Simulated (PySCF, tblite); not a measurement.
**C₅H₁₀BN: geometry, infrared bands and NMR shifts**

Wanted: the infrared bands and NMR shifts of C₅H₁₀BN (`C#C[C@@H]1CC[B@H-]1[NH3+]`), by calculation.

Programs: tblite 0.8.0 and PySCF 2.14.0, with density-fitted response routines of our own. Each step states its level of theory. These are calculated values for one molecule in the gas phase, unless marked as measured. Atoms count from 0, in the outputs and in this text.

### 1 The starting structure

17 atoms, charge 0, multiplicity 1; geometry from: force field or distance geometry start.

Bonds of the start (Å): C0–C1 1.23, C1–C2 1.42, C2–C3 1.53, C3–C4 1.54, C4–B5 1.60, B5–N6 1.51, B5–C2 1.62, C0–H7 1.07, C2–H8 1.11, C3–H9 1.11, C3–H10 1.09, C4–H11 1.09, C4–H12 1.11, B5–H13 1.17, N6–H14 1.04, N6–H15 1.04, N6–H16 1.07.

### 2 Optimising the geometry with GFN2-xTB

What the job is given:

```
{"job": {"kind": "relax", "xc": "GFN2-xTB", "basis": "xTB"}, "charge": 0, "multiplicity": 1}
C      2.945400    -0.684800     0.773700
C      1.862300    -0.310300     0.317300
C      0.611600     0.098500    -0.216700
C      0.275700     1.568100     0.033900
C     -1.182800     1.084500    -0.050300
B     -0.650500    -0.193500     0.761200
N     -1.278700    -1.518400     0.419200
H      3.890700    -1.000400     1.172600
H      0.388100    -0.193000    -1.265200
H      0.446700     1.891500     1.081600
H      0.578400     2.275100    -0.745300
H     -1.923700     1.688800     0.465600
H     -1.398600     0.792100    -1.098800
H     -0.452200     0.050900     1.890200
H     -1.408000    -1.611200    -0.610600
H     -2.138500    -1.672700     0.982100
H     -0.572900    -2.253300     0.729100
```

Run with:

```bash
OMP_NUM_THREADS=1 python probes_run.py task.json out
```

This one command runs all jobs of the session in turn.

Standard output:

```text
step      E/eV     max force
  0    -539.14767    4.165
  1    -539.28226    9.293
  2    -539.62482    1.919
  3    -539.73975    1.185
  4    -539.85747    0.653
  5    -539.95092    0.798
  6    -539.98432    0.497
  7    -540.01872    0.536
  8    -540.04244    0.588
  9    -540.06466    0.465
 10    -540.08146    0.362
 11    -540.10043    0.368
 12    -540.11968    0.328
 13    -540.13602    0.302
 14    -540.14712    0.276
 15    -540.15514    0.178
 16    -540.16180    0.219
 17    -540.16746    0.190
 18    -540.17288    0.265
 19    -540.17892    0.261
 20    -540.18480    0.200
 21    -540.18938    0.166
 22    -540.19274    0.148
 23    -540.19589    0.178
 24    -540.19970    0.172
 25    -540.20385    0.170
 26    -540.20766    0.140
 27    -540.21160    0.177
 28    -540.21694    0.256
 29    -540.22417    0.305
 30    -540.23237    0.275
 31    -540.24030    0.233
 32    -540.24740    0.257
 33    -540.25364    0.219
 34    -540.25901    0.190
 35    -540.26262    0.116
 36    -540.26492    0.106
 37    -540.26677    0.103
 38    -540.26819    0.115
 39    -540.26925    0.128
 40    -540.27053    0.083
 41    -540.27188    0.066
 42    -540.27264    0.050
 43    -540.27350    0.069
 44    -540.27416    0.072
 45    -540.27499    0.067
 46    -540.27605    0.084
 47    -540.27741    0.083
 48    -540.27889    0.091
 49    -540.28031    0.088
 50    -540.28161    0.081
 51    -540.28269    0.089
 52    -540.28359    0.060
 53    -540.28443    0.068
 54    -540.28533    0.093
 55    -540.28614    0.079
 56    -540.28679    0.051
 57    -540.28717    0.036
 58    -540.28745    0.037
 59    -540.28764    0.025
 60    -540.28774    0.015
 61    -540.28777    0.010
 62    -540.28778    0.008
```

Run time: 0.39 s. Hardware: 1 thread of Arm Neoverse V1, shared host.

Relaxation path: (not every step is listed)

```csv
step,energy from step 0 (eV),largest force (eV/Å)
0,0.0000,4.1654
1,-0.1346,9.2931
2,-0.4772,1.9195
3,-0.5921,1.1854
4,-0.7098,0.6526
5,-0.8033,0.7979
6,-0.8367,0.4966
7,-0.8711,0.5364
8,-0.8948,0.5885
12,-0.9720,0.3282
16,-1.0141,0.2187
20,-1.0371,0.2003
24,-1.0520,0.1716
28,-1.0693,0.2562
32,-1.0997,0.2568
36,-1.1173,0.1060
40,-1.1229,0.0834
44,-1.1265,0.0720
48,-1.1312,0.0914
52,-1.1359,0.0597
56,-1.1391,0.0510
57,-1.1395,0.0362
58,-1.1398,0.0370
59,-1.1400,0.0252
60,-1.1401,0.0154
61,-1.1401,0.0103
62,-1.1401,0.0079
```

Close pairs (by a distance rule), those that changed most:

```csv
bond,before (Å),after (Å),change (Å)
B5–N6,1.506,1.645,+0.140
N6–H16,1.065,1.015,-0.050
C0–C1,1.234,1.199,-0.035
N6–H14,1.042,1.016,-0.026
C0–H7,1.073,1.049,-0.024
N6–H15,1.039,1.015,-0.024
C4–B5,1.605,1.627,+0.022
C2–B5,1.623,1.645,+0.021
```

The final coordinates are the input of the step that follows.

### 3 Vibrational analysis with GFN2-xTB

What the job is given:

```
{"job": {"kind": "ir", "xc": "GFN2-xTB", "basis": "xTB"}, "charge": 0, "multiplicity": 1}
C      3.122778    -0.344300     0.997455
C      2.042105    -0.209668     0.495945
C      0.734625    -0.049113    -0.078249
C      0.262073     1.414914    -0.256884
C     -1.154134     1.129472     0.275110
B     -0.612453    -0.299872     0.831212
N     -1.476992    -1.551540     0.204691
H      4.069133    -0.454746     1.436607
H      0.720269    -0.573380    -1.042769
H      0.812612     2.082977     0.403731
H      0.324537     1.805039    -1.275171
H     -1.519241     1.881720     0.973338
H     -1.879005     1.073825    -0.541799
H     -0.508159    -0.489835     1.995087
H     -1.582411    -1.396583    -0.793892
H     -2.390422    -1.589796     0.645659
H     -0.972314    -2.417085     0.369481
```

Standard output:

```text
mode    cm-1     km/mol
  1      62.1      9.02
  2     126.8      0.98
  3     154.8      0.11
  4     169.3      9.51
  5     247.4     12.32
  6     306.5      8.45
  7     403.9      3.76
  8     452.6      1.15
  9     538.4      7.15
 10     611.5      8.59
 11     650.0     30.42
 12     664.3     37.87
 13     681.2     22.65
 14     704.7     40.15
 15     799.2     31.07
 16     831.1     10.53
 17     866.0      2.63
 18     960.4      4.01
 19     999.6     25.84
 20    1017.8     88.18
 21    1032.5     27.66
 22    1066.5     20.40
 23    1071.1    102.84
 24    1110.9     33.38
 25    1170.0     27.69
 26    1198.6     14.56
 27    1221.2    202.02
 28    1231.9      8.73
 29    1260.1      4.59
 30    1293.3      7.57
 31    1484.4      2.52
 32    1488.8     43.58
 33    1490.3     43.89
 34    1509.4      6.16
 35    2277.2     68.44
 36    2518.4    189.78
 37    2869.7     98.88
 38    2930.3     51.06
 39    2950.9    186.12
 40    2992.3     72.87
 41    3007.1     85.84
 42    3387.7      0.19
 43    3395.0      4.41
 44    3415.2     14.72
 45    3423.3     12.71
```

It took 0.5 s on 1 thread of Arm Neoverse V1, shared host.

Which atoms move in the most intense modes:

```csv
cm⁻¹,km/mol,atoms
1018,88.2,"H13 41 %, B5 29 %"
1071,102.8,"H13 38 %, B5 27 %, C4 13 %"
1221,202.0,"H14 28 %, H16 26 %, H15 25 %, N6 13 %"
2518,189.8,H13 92 %
2870,98.9,H8 92 %
2951,186.1,"H10 66 %, H12 25 %"
2992,72.9,"H11 72 %, H9 17 %"
3007,85.8,"H9 75 %, H11 18 %"
```

### 4 Shielding tensors: PBE0/pcSseg-1

The job, as its differences from that of step 3:

```diff
@@ -1,2 +1,2 @@
-{"job": {"kind": "ir", "xc": "GFN2-xTB", "basis": "xTB"}, "charge": 0, "multiplicity": 1}
+{"job": {"kind": "nmr", "xc": "PBE0", "basis": "pcSseg-1"}, "charge": 0, "multiplicity": 1}
 C      3.122778    -0.344300     0.997455
```

With the program's defaults for keys left out, this is: GIAO PBE0/pcSseg-1 NMR shielding, non-relativistic, gas phase.

Standard output:

```text
coarse grid: 13784 points
cycle   1  E = -275.5695983542  dE =  9.138e-01  |g| = 5.537e-01  |ddm| = 3.748e+00
cycle   2  E = -275.5618014644  dE =  7.797e-03  |g| = 6.022e-01  |ddm| = 1.525e+00
cycle   3  E = -275.6582773542  dE = -9.648e-02  |g| = 1.178e-01  |ddm| = 7.775e-01
cycle   4  E = -275.6607539053  dE = -2.477e-03  |g| = 6.289e-02  |ddm| = 1.338e-01
cycle   5  E = -275.6616581230  dE = -9.042e-04  |g| = 1.856e-02  |ddm| = 5.961e-02
cycle   6  E = -275.6617410193  dE = -8.290e-05  |g| = 3.223e-03  |ddm| = 1.848e-02
cycle   7  E = -275.6617436817  dE = -2.662e-06  |g| = 5.449e-04  |ddm| = 3.897e-03
final grid: 131960 points
cycle   8  E = -275.7004533384  dE = -5.410e-05  |g| = 9.466e-03  |ddm| = 5.518e-02
cycle   9  E = -275.7004395965  dE =  1.374e-05  |g| = 1.217e-02  |ddm| = 2.193e-02
cycle  10  E = -275.7004751454  dE = -3.555e-05  |g| = 2.166e-03  |ddm| = 1.181e-02
cycle  11  E = -275.7004762632  dE = -1.118e-06  |g| = 5.089e-04  |ddm| = 1.891e-03
cycle  12  E = -275.7004763228  dE = -5.964e-08  |g| = 1.363e-04  |ddm| = 5.642e-04
cycle  13  E = -275.7004763276  dE = -4.774e-09  |g| = 2.123e-05  |ddm| = 1.691e-04
cycle  14  E = -275.7004763277  dE = -1.068e-10  |g| = 6.849e-06  |ddm| = 2.918e-05
converged SCF energy = -275.7004763277

GIAO shielding tensors (ppm)
atom      isotropic    diamagn.    paramagn.     s11        s22        s33       span
  0 C      116.096     258.240    -142.144     49.531     57.703    241.054    191.523
  1 C       89.354     253.685    -164.331    -19.202    -11.479    298.742    317.943
  2 C      168.460     251.607     -83.147    156.257    164.148    184.974     28.717
  3 C      160.801     248.083     -87.281    145.291    156.205    180.908     35.617
  4 C      175.802     251.360     -75.558    164.963    173.248    189.195     24.231
  5 B      113.102     187.965     -74.863    104.710    110.546    124.051     19.341
  6 N      208.825     315.766    -106.941    199.970    206.998    219.506     19.536
  7 H       30.308      34.595      -4.287     25.337     25.410     40.177     14.840
  8 H       30.628      31.414      -0.786     26.419     31.708     33.759      7.341
  9 H       29.801      30.923      -1.123     26.226     29.004     34.171      7.945
 10 H       29.313      30.480      -1.167     25.477     27.067     35.395      9.918
 11 H       30.591      30.706      -0.114     26.287     28.361     37.126     10.840
 12 H       31.850      31.915      -0.066     29.343     29.513     36.693      7.350
 13 H       28.826      29.703      -0.877     26.701     29.831     29.945      3.244
 14 H       29.177      30.490      -1.313     24.057     27.108     36.366     12.309
 15 H       28.635      27.513       1.122     22.692     24.572     38.640     15.948
 16 H       28.375      28.631      -0.256     22.313     25.152     37.661     15.349
```

It took 32 s on 1 thread of Arm Neoverse V1, shared host; peak memory 0.76 GiB.

Shifts follow as δ = σ(reference) − σ, with reference shieldings (ppm) from runs at the same level and on the same kind of geometry: 1H TMS 31.72, 13C TMS 186.9, 15N NH3 267.7, 11B BF3·OEt2 100.1. The references are single molecules in the gas phase, so shifts against H2O, NH3, PH3, H3PO4 or CFCl3 are not on the usual liquid scales and can be off by tens of ppm. Atoms listed in one row are averaged.

```csv
atoms,environment,σ (ppm),δ (ppm),δ scaled to CDCl3
C1,alkyne carbon,89.4,97.6,93.3
C0,terminal alkyne carbon,116.1,70.8,67.2
C3,sp3 CH2 in a ring,160.8,26.1,23.6
C2,propargylic sp3 CH bonded to B,168.5,18.5,16.1
C4,sp3 CH2 bonded to B,175.8,11.1,8.9
"H14, H15, H16",hydrogen on a donor nitrogen of a Lewis adduct,28.73,2.99,–
H13,"hydrogen on a boron bonded to 2 C, N, in a 4-membered ring",28.83,2.89,–
H10,hydrogen on an sp3 CH2 in a ring,29.31,2.40,2.37
H9,hydrogen on an sp3 CH2 in a ring,29.80,1.92,1.91
H7,hydrogen on a terminal alkyne carbon,30.31,1.41,1.43
H11,hydrogen on an sp3 CH2 bonded to B,30.59,1.13,1.17
H8,hydrogen on a propargylic sp3 CH bonded to B,30.63,1.09,1.13
H12,hydrogen on an sp3 CH2 bonded to B,31.85,-0.13,-0.02
B5,"boron bonded to 2 C, N, H, in a 4-membered ring",113.1,-13.0,–
N6,donor nitrogen of a Lewis adduct,208.8,58.9,–
```

The scaled column applies a straight-line fit of computed shieldings to shifts measured in CDCl3 (root-mean-square error 0.16 ppm for H, 1.9 ppm for C).

The run also stored atomic charges by several schemes (e):

```csv
atoms,Mulliken,IAO,Hirshfeld,ESP fit
C0,-0.46,-0.31,-0.17,-0.37
C1,0.35,-0.01,-0.05,-0.32
C2,-0.51,-0.27,-0.10,0.30
C3,-0.14,-0.23,-0.07,-0.06
C4,-0.42,-0.41,-0.17,-0.40
B5,0.26,-0.03,0.03,0.31
N6,-0.35,-0.42,-0.08,-0.94
```

Mayer bond orders: C0–C1 2.47, C1–C2 1.10, C2–C3 1.00, C3–C4 1.03, C4–B5 0.99, B5–N6 0.56, B5–C2 0.85.

Ring of atoms C2, C3, C4, B5: NICS(0) -0.2, NICS(1) -1.2, NICS(1)zz 3.7 ppm (means of both faces).

### 5 Summary of results

```
                                                              quantity                                                value
                             strongest single infrared mode (GFN2-xTB)                                1221 cm⁻¹, 202 km/mol
                                          zero-point energy (GFN2-xTB)                                        88.7 kcal/mol
                                13C shifts against TMS (PBE0/pcSseg-1)                     97.6, 70.8, 26.1, 18.5, 11.1 ppm
1H shifts against TMS (PBE0/pcSseg-1, means over atoms taken as alike)  2.99, 2.89, 2.40, 1.92, 1.41, 1.13, 1.09, -0.13 ppm
                           11B shifts against BF3·OEt2 (PBE0/pcSseg-1)                                            -13.0 ppm
                                15N shifts against NH3 (PBE0/pcSseg-1)                                             58.9 ppm
```

What this shows: Relaxing lowered the energy by 1.140 eV in 62 steps; the close pair that moved most is B5–N6, from 1.506 to 1.645 Å. No mode is imaginary among the 45: a minimum at this level. The strongest single mode, at 1221 cm⁻¹, moves mainly H14, H16 and H15. Unscaled tight-binding wavenumbers are off by several per cent, some by more. Its intensities can rank the bands wrongly. At PBE0/pcSseg-1: The widest tensor belongs to C1: span 318 ppm, with a paramagnetic part of -164 ppm.
